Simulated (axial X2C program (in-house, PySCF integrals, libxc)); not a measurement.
# HGaH: bond lengths and stretches, held linear

The task here is to estimate one member of a computed series from the others.

Computed with an in-house X2C program for linear molecules on PySCF integrals. Level: all-electron X2C, two-component (2c) or spin-free, H dyall-v3z, Ga dyall-v3z.

All values are calculated.

2 further runs of the same task are left out: 2 set aside as unsound or not needed.

The first run:

task.json

```json
{
 "zs": [
  1,
  31,
  1
 ],
 "q": 0,
 "bas": [
  "dyall-v3z",
  "dyall-v3z",
  "dyall-v3z"
 ],
 "r0": [
  1.56,
  1.56
 ],
 "symm": 1,
 "scan": [
  "PBE0",
  "HF",
  "LDA"
 ],
 "levels": [
  "PBE0",
  "HF",
  "r2SCAN"
 ],
 "nst": 2
}
```

Keys: zs atomic numbers; q charge; bas basis sets; r0 starting distance in Å; symm equal bonds; scan levels of the two-bond scan (MP2 follows by itself at each HF point); levels methods; nst determinants followed.

Launch:

```
> python solin.py task.json out
```

Masses H 1.008, Ga 68.926, H 1.008 u.

Among the steps run: Scan at PBE0, 2c; Scan at HF, 2c; Scan at LDA, 2c.

One table of the session follows, with a row left open; its other results are not shown here.

| level | r(H–Ga) (Å) | r(Ga–H) (Å) | lower stretch (cm⁻¹) | upper stretch (cm⁻¹) |
| --- | --- | --- | --- | --- |
| PBE0, 2c | 1.508 | 1.508 | 2115.8 | 2182.3 |
| HF, 2c | 1.516 | 1.516 | 2170.0 | 2217.1 |
| LDA, 2c | 1.506 | 1.506 | 2077.0 | 2154.0 |
| MP2, 2c | 1.494 | 1.494 | 2183.9 | 2245.5 |
| PBE0, spin-free | 1.508 | 1.508 | 2116.9 | 2183.7 |
| HF, spin-free | 1.516 | 1.516 | 2171.5 | 2218.9 |
| LDA, spin-free | ? | ? | ? | ? |
| MP2, spin-free | 1.493 | 1.493 | 2185.0 | 2246.8 |

Q: Estimate the row for LDA, spin-free from the others.

**Answer.** r(H–Ga) (Å): 1.505; r(Ga–H) (Å): 1.505; lower stretch (cm⁻¹): 2078.1; upper stretch (cm⁻¹): 2155.4. In the column «r(H–Ga) (Å)» it lies between MP2, 2c (1.494) and LDA, 2c (1.506).

Scans not shown above were run alike.

Caveats from the session: The molecule was held linear; bending was not examined, so a bent shape may lie lower. Note: functional without a current term on a determinant with orbital currents, of the molecule or an atom.
